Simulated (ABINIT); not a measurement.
The system is Cd2S.

```
Cd S
1.0
     3.96267    0.00000    0.00000
    -1.98134    3.43177    0.00000
     0.00000    0.00000    5.80919
Cd S
2 1
Cartesian
  0.0000 2.2878 5.4183
  1.9813 1.1439 3.3620
  0.0000 2.2878 2.1245
```

The cell comes from a database or a generator and needn't be the stable form of this composition.

| Item | Value |
| --- | --- |
| Program | ABINIT 10.8.3 (patched build) |
| Task | relaxation of cell and atoms |
| Functional | r2SCAN |
| Potentials or basis | JTH PAW PBE v2.0 |
| Cutoff | 707 eV |
| k mesh | 7 × 7 × 4 |
| Occupations | fermi-dirac, width 0.05 eV |
| Spin | no spin polarisation |

At the start: pressure -1.7 GPa; volume 26.33 Å³/atom.

Problem. How do energy, volume and symmetry change on relaxing?

Solution. Over 14 steps the energy falls by 6.7 meV/atom and the volume is 25.15 Å³/atom (-4.5 %); space group P3m1 (No. 156, to 0.05 Å).

The path:
```csv
step,energy change (eV),largest force (eV/Å),pressure (GPa),volume (Å³)
1,0.0000,0.0182,-1.72,79.00
2,-0.0042,0.0186,-1.51,78.58
3,-0.0140,0.1899,0.38,74.63
4,-0.0179,0.1300,0.35,75.36
5,-0.0195,0.0081,-0.01,75.64
6,-0.0196,0.0034,-0.01,75.60
7,-0.0200,0.0146,0.01,75.42
8,-0.0194,0.0938,-0.03,75.45
9,-0.0200,0.0113,0.02,75.41
10,-0.0200,0.0101,0.02,75.41
11,-0.0182,0.1329,-0.05,75.71
12,-0.0200,0.0048,0.01,75.43
13,-0.0200,0.0042,0.01,75.43
14,-0.0200,0.0019,-0.01,75.46
```

Final structure:
```
CELL_PARAMETERS angstrom
3.88683 0.00000 0.00000
-1.94341 3.36609 0.00000
0.00000 0.00000 5.76747
ATOMIC_POSITIONS crystal
Cd 0.33333 0.66667 0.93211
Cd 0.66667 0.33333 0.58214
S 0.33333 0.66667 0.36290
```

Caveat: the PAW data sets were made with another functional, which shifts forces and pressure a little.
